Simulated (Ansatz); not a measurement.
# CH5ClIInSiTe: the cost of one run

Method: the settings change from run to run; program: Ansatz 0.2.0, Gaussian basis.

### 1 The geometry

An earlier PBE0-D4 in a triple-zeta def2 set relaxation fixed the geometry. In, Te, I take a core potential in def2 sets; no spin-orbit term is included.

SMILES `[SiH3][CH](Cl)[In]([TeH])[I]`, 11 atoms, charge 0, spin multiplicity 1.

Atoms are counted from 1 here; the program's logs count them from 0.

Bond lengths: Si1–C2 1.877 Å, Si1–H7 1.485 Å, Si1–H8 1.487 Å, Si1–H9 1.486 Å, C2–Cl3 1.789 Å, C2–In4 2.174 Å, C2–H10 1.092 Å, In4–Te5 2.668 Å, In4–I6 2.667 Å, Te5–H11 1.660 Å. Angles: C2–Si1–H7 110.7°, C2–Si1–H8 108.0°, C2–Si1–H9 108.8°, H7–Si1–H8 110.3°, H7–Si1–H9 109.6°, H8–Si1–H9 109.4°, Si1–C2–Cl3 109.7°, Si1–C2–In4 112.8°, Si1–C2–H10 110.9°, Cl3–C2–In4 109.6°, Cl3–C2–H10 107.4°, In4–C2–H10 106.3°, C2–In4–Te5 124.1°, C2–In4–I6 117.2°, Te5–In4–I6 118.7°, In4–Te5–H11 88.5°.

### 2 PBE0-DH/def2-SVPD

Set apart from the defaults: atoms shaken by 0.03 Å.

Contents of in.yaml:

```yaml
crystal:
  periodic: [false, false, false]
  atoms:
    - {symbol: Si, position_ang: [0.763378, -0.680712, 1.582389]}
    - {symbol: C, position_ang: [0.278865, -0.732621, -0.323428]}
    - {symbol: Cl, position_ang: [1.625614, -0.512310, -1.351226]}
    - {symbol: In, position_ang: [-1.284043, 0.597266, -0.807981]}
    - {symbol: Te, position_ang: [-0.973370, 2.703715, -2.452538]}
    - {symbol: I, position_ang: [-3.700587, 0.298550, 0.379088]}
    - {symbol: H, position_ang: [1.877092, -1.691857, 1.807794]}
    - {symbol: H, position_ang: [-0.459323, -1.069013, 2.362051]}
    - {symbol: H, position_ang: [1.245029, 0.726742, 1.842550]}
    - {symbol: H, position_ang: [-0.119915, -1.817049, -0.515959]}
    - {symbol: H, position_ang: [0.598379, 2.191150, -2.682630]}
basis:
  gaussian: {orbitals: def2-SVPD}
hamiltonian: {xc: {name: PBE0-DH}}
```

Started as:

```console
ansatz run in.yaml --threads 2 --pin off --events-out ev --progress --plain --max-ram 22528MiB --backend cpu
```

**Question.** How long does this run take on 2 threads of AMD EPYC 7R13, shared host, and how much memory does it need?

About 21 s, with a peak of 1 GiB.
